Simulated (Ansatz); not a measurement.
Write a Python script for Ansatz 0.2.0 through its Python package that makes a comparison of dispersion corrections of BCl2HO, SMILES OB(Cl)Cl. Use (for the species named): PBE0, def2-SVP basis, multiplicity 1, D3BJ dispersion.

Contents of `bcl2ho.xyz`:
```text
5

O     1.06920    0.57990   -0.07490
B    -0.10970   -0.30640   -0.08930
Cl   -0.38610   -1.45440    1.31470
Cl   -1.19490   -0.32840   -1.52150
H     0.67140    1.43560    0.32960
```

Script `bcl2ho.py`:
```python
"""Size of D3 and D4 in BCl2HO."""

import ansatz as az


def main() -> None:
    mol = az.Crystal.molecule_from_extxyz("bcl2ho.xyz")

    model = mol.calculation().basis(gaussian="def2-SVP")
    for name in ["pbe0", "revpbe"]:
        for correction in ("d3bj", "d4"):
            data = model.functional(name, dispersion=correction).run(threads=1).report
            print(f"{name:8s} {correction:5s} total {data['free_energy_ev']:.5f} eV, of which dispersion {1000 * data['dispersion']['energy']['ev']:.2f} meV")


if __name__ == "__main__":
    main()
```

```console
$ python bcl2ho.py
pbe0     d3bj  total -27766.75300 eV, of which dispersion -93.61 meV
pbe0     d4    total -27766.75516 eV, of which dispersion -95.77 meV
revpbe   d3bj  total -27772.81553 eV, of which dispersion -259.15 meV
revpbe   d4    total -27772.89346 eV, of which dispersion -337.08 meV
```

Total energies depend on the basis set; only differences at equal settings carry meaning. The geometry is a force-field or estimated start, not a minimum of this method, and the basis set is short of its limit. D4 holds the three-body term, and d3bj doesn't. Timing: 4.3 s on 1 thread of Arm Neoverse V2 (shared host), peak memory 0.18 GiB.
